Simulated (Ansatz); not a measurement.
# P2C3: the cost of one run

Program: Ansatz 0.2.0. Level of theory: DFT PBE, scalar-relativistic, plane waves, PAW. These are calculated values, not measurements.

1 further run of the same task is left out (it didn't finish).

## (1) The system as given

Symmetry: R-3m, No. 166, trigonal system. Conventional cell: a = 3.468 Å, b = 3.468 Å, c = 23.423 Å, α = 90.00°, β = 90.00°, γ = 120.00°. P (site symmetry 3m) has 6 C at 2.34 to 2.55 Å as nearest neighbours. C (site symmetry 3m) has 3 P at 2.34 Å as nearest neighbours. C (site symmetry -3m) has 6 P at 2.55 Å as nearest neighbours.

As a file:

```
P C
1.0
     1.73408    1.00117    7.80780
    -1.73408    1.00117    7.80780
     0.00000   -2.00234    7.80780
P C
2 3
Direct
  0.59929 0.59929 0.59929
  0.40071 0.40071 0.40071
  0.21449 0.21449 0.21449
  0.78551 0.78551 0.78551
  0.00000 0.00000 0.00000
```

Recipe of the guess: species swapped into a database cell of In2Te3 (R-3m, No. 166), with P on the In sites and C on the Te sites. The dimensions are guesses.

## (2) Probe: one point on a coarse mesh

input.yaml

```yaml
crystal:
  lattice:
    - [1.73407834, 1.0011706, 7.80780355]
    - [-1.73407834, 1.0011706, 7.80780355]
    - [0.0, -2.0023412, 7.80780355]
  atoms:
    - { symbol: P, position: [0.59929198, 0.59929198, 0.59929198] }
    - { symbol: P, position: [0.40070802, 0.40070802, 0.40070802] }
    - { symbol: C, position: [0.214486, 0.214486, 0.214486] }
    - { symbol: C, position: [0.785514, 0.785514, 0.785514] }
    - { symbol: C, position: [0.0, 0.0, 0.0] }
basis:
  ecutwfc: 420
kpoints:
  mp_grid: { grid: [6, 6, 6] }
hamiltonian:
  xc: pbe
scf:
  occupations: { method: gaussian, width: 0.1 }
  lower_state_search: "off"
output:
  forces: true
  stress: true
  eigenvalues: true
```

Command:

```bash
> ansatz run input.yaml --threads 1 --pin off --max-ram 2560MiB --backend cpu --events-out ev --progress --plain --runs-dir out
```

**Question.** How long does this run take on 1 thread of Intel Xeon at 2.70GHz, shared host, and how much memory does it need?

About 2.2 s, with a peak of 0.35 GiB.
